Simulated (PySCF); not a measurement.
**TiSCl₂: singlet, from a T-shaped (ligand arrangement 1) start**

The task is one start of a wider search on TiSCl₂: the singlet, from a T-shaped (ligand arrangement 1) start. It is relaxed, tested by its Hessian and followed downhill if it is a saddle.

The runs use PySCF 2.14.0; PBE, basis Ti def2-SVP, S def2-SVP, Cl def2-SVP, no relativity, density fitting.

### Step 1. The system as given

4 atoms, charge 0, spin multiplicity 1.

Bond lengths: Ti1–S2 2.110 Å, Ti1–Cl3 2.350 Å, Ti1–Cl4 2.350 Å. Angles: S2–Ti1–Cl3 88.0°, S2–Ti1–Cl4 176.0°, Cl3–Ti1–Cl4 88.0°.

Z-matrix (Å, degrees; charge 0 multiplicity 1):
```
Ti
S  1 2.1100
Cl 1 2.3500 2 88.00
Cl 1 2.3500 3 88.00 2 180.00
```

### Step 2. First SCF at the start

One driver script runs all steps and calls PySCF; scf.py shows how it sets up the SCF of each step. The optimiser is the driver's own. After this first run the driver tries any further starts and a stability analysis.

The input, scf.py:

```python
from pyscf import gto, scf, dft
mol = gto.M(atom='''
Ti     0.000000     0.000000     0.000000
S     -2.108700     0.000000     0.073600
Cl     0.000000     0.000000     2.350000
Cl     2.348600     0.000000     0.082000''',
    basis={'Ti': 'def2-SVP', 'S': 'def2-SVP', 'Cl': 'def2-SVP'},
    charge=0, spin=0)
mf = dft.RKS(mol, xc='PBE')
mf.grids.atom_grid = (50, 194)
aux = {'Ti': 'def2-universal-JKFIT', 'S': 'def2-universal-JKFIT', 'Cl': 'def2-universal-JKFIT'}
mf = mf.density_fit(auxbasis=aux)
mf.conv_tol = 1e-08
mf.diis_space = 10
mf.max_cycle = 60
mf.init_guess = 'minao'
mf.verbose = 4
mf.kernel()
```

The run is started by

```sh
> OMP_NUM_THREADS=2 python axn.py task.json out
```

The program printed, shortened:

```text
[... the frontier levels of the middle cycles are left out ...]
init E= -2166.91366568364
  HOMO = -0.304337350444819  LUMO = -0.193085740280093  gap/eV = 3.02731
cycle= 1 E= -2166.6412604487  delta_E= 0.272  |g|= 0.853  |ddm|=  2.8
  HOMO = -0.233293143877937  LUMO = -0.208354865123797  gap/eV = 0.67861
cycle= 2 E= -2147.39910081658  delta_E= 19.2  |g|= 7.19  |ddm|= 5.77
  HOMO = -0.221434776996527  LUMO = -0.218691200570801  gap/eV = 0.07466
cycle= 3 E= -2159.61897336301  delta_E= -12.2  |g|= 5.73  |ddm|= 3.55
cycle= 4 E= -2158.13050565625  delta_E= 1.49  |g|=  6.3  |ddm|= 2.32
cycle= 5 E= -2157.68016925294  delta_E= 0.45  |g|= 6.38  |ddm|= 1.63
cycle= 6 E= -2159.72088774976  delta_E= -2.04  |g|= 5.85  |ddm|= 0.608
cycle= 7 E= -2161.71688980003  delta_E=   -2  |g|= 5.08  |ddm|= 0.758
cycle= 8 E= -2162.2923956358  delta_E= -0.576  |g|= 4.78  |ddm|= 0.761
cycle= 9 E= -2162.14191739576  delta_E= 0.15  |g|= 4.86  |ddm|= 1.07
cycle= 10 E= -2163.83606506085  delta_E= -1.69  |g|= 3.83  |ddm|= 0.594
cycle= 11 E= -2166.2625611879  delta_E= -2.43  |g|= 1.73  |ddm|= 2.51
cycle= 12 E= -2165.53617028385  delta_E= 0.726  |g|= 1.62  |ddm|= 2.92
cycle= 13 E= -2159.3638698279  delta_E= 6.17  |g|= 5.59  |ddm|= 4.43
cycle= 14 E= -2159.18018609048  delta_E= 0.184  |g|= 5.77  |ddm|= 0.308
[... 14 cycles left out ...]
cycle= 29 E= -2164.21731855982  delta_E= 1.71  |g|= 3.55  |ddm|= 2.05
cycle= 30 E= -2163.51159961387  delta_E= 0.706  |g|= 4.06  |ddm|= 0.35
cycle= 31 E= -2166.06613430174  delta_E= -2.55  |g|= 2.04  |ddm|= 2.37
cycle= 32 E= -2166.24665088794  delta_E= -0.181  |g|= 1.79  |ddm|= 0.226
cycle= 33 E= -2166.71904292705  delta_E= -0.472  |g|= 0.864  |ddm|= 0.618
cycle= 34 E= -2166.82418444408  delta_E= -0.105  |g|= 0.512  |ddm|= 0.288
cycle= 35 E= -2166.87389401449  delta_E= -0.0497  |g|= 0.23  |ddm|= 0.209
cycle= 36 E= -2166.88070983145  delta_E= -0.00682  |g|= 0.16  |ddm|= 0.105
cycle= 37 E= -2166.88524189838  delta_E= -0.00453  |g|= 0.0902  |ddm|= 0.186
cycle= 38 E= -2166.88748193447  delta_E= -0.00224  |g|= 0.00533  |ddm|= 0.0648
cycle= 39 E= -2166.88748955798  delta_E= -7.62e-06  |g|= 0.000781  |ddm|= 0.00447
cycle= 40 E= -2166.88748965882  delta_E= -1.01e-07  |g|= 0.000609  |ddm|= 0.000833
cycle= 41 E= -2166.8874897603  delta_E= -1.01e-07  |g|= 1.73e-05  |ddm|= 0.000444
cycle= 42 E= -2166.88748976038  delta_E= -8.09e-11  |g|= 4.92e-06  |ddm|= 2.77e-05
  HOMO = -0.227345737999397  LUMO = -0.193564831725685  gap/eV = 0.91923
Extra cycle  E= -2166.88748976023  delta_E= 1.45e-10  |g|= 2.09e-05  |ddm|= 3.1e-05
converged SCF energy = -2166.88748976023
```

This step, with its further starts and checks, ran for 26 s (2 threads of Arm Neoverse V1, shared host).

Energies from each starting density:

```csv
start,energy (Eh)
the minimal-basis guess,-2166.887490
a thermally smeared density,-2166.887490
a smeared PBE density,-2166.887490
```

The test of internal stability and the other starts found no lower closed-shell solution.

### Step 3. Relaxation: T-shaped (ligand arrangement 1) start, singlet

The program finds Cs symmetry in the start, which this walk keeps. Threshold on the gradient: 0.0003 Eh/bohr, with a further test on the energy change.

Changes to scf.py since step 2:

```diff
@@ -3,4 +3,4 @@
-Ti     0.000000     0.000000     0.000000
-S     -2.108700     0.000000     0.073600
-Cl     0.000000     0.000000     2.350000
-Cl     2.348600     0.000000     0.082000''',
+Ti    -0.098149     0.000000    -0.583202
+S     -2.206849     0.000000    -0.509602
+Cl    -0.098149     0.000000     1.766798
+Cl     2.250451     0.000000    -0.501202''',
@@ -16 +15,0 @@
-mf.init_guess = 'minao'
```

Steps of the walk:

```csv
step,energy (Eh),change (kJ/mol),largest symmetric gradient (Eh/bohr)
0,-2166.887490,0.00,0.05835
1,-2166.902498,-39.40,0.04968
2,-2166.924178,-96.33,0.03664
3,-2166.933197,-120.00,0.02476
4,-2166.944225,-148.96,0.00980
5,-2166.947563,-157.72,0.01594
6,-2166.948879,-161.18,0.01152
7,-2166.949124,-161.82,0.00281
8,-2166.949177,-161.96,0.00137
9,-2166.949212,-162.05,0.00123
10,-2166.949231,-162.10,0.00108
11,-2166.949243,-162.13,0.00050
12,-2166.949244,-162.14,0.00011
```

The walk took 26 s.

It settles in C2v symmetry, 162.1 kJ/mol below the start, after 12 steps: Ti–Cl 2.209 Å (×2), Ti–S 2.061 Å; Cl–Ti–Cl 127.4°, Cl–Ti–S 116.3° (×2).

### Step 4. Is it a minimum? Harmonic modes

The point is checked on the finer grid, and tightened if its gradient asks for it. The Hessian and the dipole derivatives come from central differences of analytic gradients, with steps of 0.02 bohr.

Changes to scf.py since step 3:

```diff
@@ -3,4 +3,4 @@
-Ti    -0.098149     0.000000    -0.583202
-S     -2.206849     0.000000    -0.509602
-Cl    -0.098149     0.000000     1.766798
-Cl     2.250451     0.000000    -0.501202''',
+Ti    -0.013912    -0.000000    -0.008540
+S     -1.770080    -0.000000    -1.086564
+Cl    -0.218221     0.000000     2.192019
+Cl     1.855846    -0.000000    -1.186763''',
@@ -10 +10 @@
-mf.grids.atom_grid = (50, 194)
+mf.grids.atom_grid = (75, 302)
@@ -13 +13 @@
-mf.conv_tol = 1e-08
+mf.conv_tol = 1e-10
```

This SCF starts from the last density.

SCF at the final geometry:

```text
init E= -2166.94936989631
  HOMO = -0.243495725677153  LUMO = -0.180373260061054  gap/eV = 1.71765
cycle= 1 E= -2166.94936989626  delta_E= 4.55e-11  |g|= 1.24e-05  |ddm|= 2.27e-05
  HOMO = -0.243495460809641  LUMO = -0.18037521731005  gap/eV = 1.71759
cycle= 2 E= -2166.94936989553  delta_E= 7.29e-10  |g|= 5.17e-05  |ddm|= 6.1e-05
  HOMO = -0.243495811338976  LUMO = -0.18037235155052  gap/eV = 1.71768
cycle= 3 E= -2166.94936989605  delta_E= -5.13e-10  |g|= 3.07e-05  |ddm|= 5.54e-05
  HOMO = -0.243495697336129  LUMO = -0.180373475161037  gap/eV = 1.71764
cycle= 4 E= -2166.94936989632  delta_E= -2.73e-10  |g|= 6.65e-08  |ddm|= 2.5e-05
  HOMO = -0.243495690351989  LUMO = -0.180373469116655  gap/eV = 1.71764
cycle= 5 E= -2166.94936989632  delta_E= 2.27e-12  |g|= 4.62e-08  |ddm|= 1.4e-07
  HOMO = -0.243495701151913  LUMO = -0.180373473376322  gap/eV = 1.71764
Extra cycle  E= -2166.94936989631  delta_E= 6.37e-12  |g|= 1.47e-07  |ddm|= 2.37e-07
converged SCF energy = -2166.94936989631
```

The whole step took 37 s.

Geometry: C2v; Ti–Cl 2.210 Å (×2), Ti–S 2.061 Å; Cl–Ti–Cl 127.5°, Cl–Ti–S 116.2° (×2).

Harmonic modes (main isotopes):

| symmetry | ω (cm⁻¹) | IR (km/mol) | μ (u) |
| --- | --- | --- | --- |
| b1 | 48i | 40.2 | 42.34 |
| a1 | 113 | 0.6 | 36.11 |
| b2 | 146 | 0.1 | 34.21 |
| a1 | 368 | 14.4 | 34.98 |
| b2 | 502 | 119 | 41.61 |
| a1 | 613 | 89.0 | 37.94 |

With 1 mode imaginary (up to 48i cm⁻¹) this point is a saddle.

Properties at this point:

```yaml
Dipole_moment: 0.93 D
Highest_occupied_level: -6.63 eV
Lowest_empty_level: -4.91 eV
Rotational_constants: 0.08325, 0.06134, 0.03532 cm⁻¹
Zero-point_energy_real_modes: 10.4 kJ/mol
Principal_polarisabilities: 33.6, 76.3, 82.5 bohr³
Atomisation_energy_without_zero-point_energy: 1482 kJ/mol
Principal_traceless_quadrupole_moments_about_the_centre_of_mass: -5.15, -4.06, 9.21 D Å
```

Populations by atom (charges in e):

```tsv
atom	Mulliken	Löwdin	polar tensor	Mayer order to Ti1
Ti1	0.59	-0.17	1.56	–
S2	-0.19	0.10	-0.50	2.44
Cl3,4	-0.20	0.03	-0.53	1.29
```

Outer orbital energies (eV). occupied: -9.13, -8.59, -8.52, -8.42, -8.20, -7.38, -7.21, -6.63; empty: -4.91, -4.50, -3.86, -2.84.

Mulliken populations on Ti1: s 6.25, p 12.62, d 2.51, f 0.03.

### Step 5. Downhill along the imaginary mode

The atoms are moved a little along the softest imaginary mode and relaxed again.

The program finds Cs symmetry in the start, which this walk keeps. The walk stops when the largest gradient is under 0.0003 Eh/bohr and the energy has settled too.

Changes to scf.py since step 4:

```diff
@@ -3,4 +3,4 @@
-Ti    -0.013912    -0.000000    -0.008540
-S     -1.770080    -0.000000    -1.086564
-Cl    -0.218221     0.000000     2.192019
-Cl     1.855846    -0.000000    -1.186763''',
+Ti    -0.013950     0.250000    -0.008563
+S     -1.770118    -0.120594    -1.086587
+Cl    -0.218259    -0.116265     2.191996
+Cl     1.855807    -0.116265    -1.186786''',
@@ -10 +10 @@
-mf.grids.atom_grid = (75, 302)
+mf.grids.atom_grid = (50, 194)
@@ -13 +13 @@
-mf.conv_tol = 1e-10
+mf.conv_tol = 1e-08
```

Energy and gradient, step by step:

```csv
step,energy (Eh),change (kJ/mol),largest symmetric gradient (Eh/bohr)
0,-2166.948676,0.00,0.01411
1,-2166.949759,-2.84,0.00390
2,-2166.949895,-3.20,0.00104
3,-2166.949913,-3.25,0.00056
4,-2166.949931,-3.29,0.00084
5,-2166.949933,-3.30,0.00048
6,-2166.949934,-3.30,0.00008
```

The walk took 14 s.

It settles in Cs symmetry, 3.3 kJ/mol below the start, after 6 steps: Ti–Cl 2.206 Å (×2), Ti–S 2.059 Å; Cl–Ti–Cl 122.0°, Cl–Ti–S 114.1° (×2).

### Step 6. Frequencies

As before: finer grid, then central differences.

Changes to scf.py since step 5:

```diff
@@ -3,4 +3,4 @@
-Ti    -0.013950     0.250000    -0.008563
-S     -1.770118    -0.120594    -1.086587
-Cl    -0.218259    -0.116265     2.191996
-Cl     1.855807    -0.116265    -1.186786''',
+Ti    -0.032055     0.293430    -0.019677
+S     -1.749243    -0.134434    -1.073774
+Cl    -0.181961    -0.134650     2.137493
+Cl     1.823637    -0.134650    -1.129750''',
@@ -10 +10 @@
-mf.grids.atom_grid = (50, 194)
+mf.grids.atom_grid = (75, 302)
@@ -13 +13 @@
-mf.conv_tol = 1e-08
+mf.conv_tol = 1e-10
```

Log of the central SCF (cycles and frontier levels):

```text
init E= -2166.9498480439
  HOMO = -0.240478655727616  LUMO = -0.174454981296181  gap/eV = 1.79660
cycle= 1 E= -2166.94984804389  delta_E= 6.82e-12  |g|= 6.58e-06  |ddm|= 1.24e-05
  HOMO = -0.240478855870353  LUMO = -0.174456008284894  gap/eV = 1.79657
Extra cycle  E= -2166.94984804374  delta_E= 1.48e-10  |g|= 2.33e-05  |ddm|= 3.08e-05
converged SCF energy = -2166.94984804374
```

The whole step ran for 51 s (2 threads of Arm Neoverse V1, shared host).

Geometry: Cs; Ti–Cl 2.204 Å (×2), Ti–S 2.060 Å; Cl–Ti–Cl 120.8°, Cl–Ti–S 113.8° (×2).

Modes, for the most abundant isotopes:

| symmetry | ω (cm⁻¹) | IR (km/mol) | type |
| --- | --- | --- | --- |
| a' | 65 | 24.6 | bend |
| a' | 121 | 3.1 | bend |
| a'' | 144 | 0.0 | bend |
| a' | 386 | 23.1 | stretch |
| a'' | 493 | 114 | stretch |
| a' | 610 | 86.0 | stretch |

All wavenumbers are real: a minimum.

Constants and moments:

* Dipole moment: 2.43 D
* Highest occupied level: -6.54 eV
* Lowest empty level: -4.75 eV
* Rotational constants: 0.08199, 0.06411, 0.03692 cm⁻¹
* Zero-point energy: 10.9 kJ/mol
* Principal polarisabilities: 33.8, 74.1, 82.5 bohr³
* Atomisation energy without zero-point energy: 1483 kJ/mol
* Principal traceless quadrupole moments about the centre of mass: -4.82, -4.73, 9.56 D Å
* Entropy at 298.15 K and 1 bar: 341.9 J/(mol K)
* Heat capacity Cp at 298.15 K: 73.4 J/(mol K)
* Enthalpy at 298.15 K above 0 K: 17.43 kJ/mol
* Rotational symmetry number: 1

Populations by atom (charges in e):

```json
{"atom": "Ti1", "Mulliken": "0.57", "Löwdin": "-0.18", "polar tensor": "1.51", "Mayer order to Ti1": "–"}
{"atom": "S2", "Mulliken": "-0.19", "Löwdin": "0.10", "polar tensor": "-0.49", "Mayer order to Ti1": "2.44"}
{"atom": "Cl3,4", "Mulliken": "-0.19", "Löwdin": "0.04", "polar tensor": "-0.51", "Mayer order to Ti1": "1.31"}
```

Mulliken populations on Ti1: s 6.26, p 12.60, d 2.53, f 0.03.

### Step 7. Stability of the closed shell

At the lowest minimum the closed shell is tested against spin polarisation, on the (50, 194) grid. It is stable.

### Step 8. All stationary points

| spin | group | bonds | imaginary modes (cm⁻¹) | ΔE (kJ/mol) | with zero-point energy |
| --- | --- | --- | --- | --- | --- |
| singlet | Cs | Ti–Cl 2.204 Å (×2), Ti–S 2.060 Å | none | 0.0 | 0.0 |
| singlet | C2v | Ti–Cl 2.210 Å (×2), Ti–S 2.061 Å | 48i | 1.3 | – |

### Step 9. Summary of results

| quantity | value |
| --- | --- |
| minimum | singlet, Cs |
| geometry | Ti–Cl 2.204 Å (×2), Ti–S 2.060 Å; Cl–Ti–Cl 120.8°, Cl–Ti–S 113.8° (×2) |
| wavenumbers (cm⁻¹) | 65 (a'), 121 (a'), 144 (a''), 386 (a'), 493 (a''), 610 (a') |
| dipole moment | 2.43 D |
| highest occupied, lowest empty level | -6.54, -4.75 eV |
| polar-tensor charge of Ti1 | +1.51 e |
| zero-point energy | 10.9 kJ/mol |
| entropy at 298.15 K | 341.9 J/(mol K) |
| atomisation energy (no zero-point energy) | 1483 kJ/mol |

In words: From Cs at the start the molecule goes to a Cs minimum, after a stop at a saddle point 1.3 kJ/mol higher, from which it was pushed off along an imaginary mode. The strongest infrared band lies at 493 cm⁻¹ (a'', stretch). Only this shape and spin were tried, so other structures or states may lie lower.

The search up to here took 2.6 min.
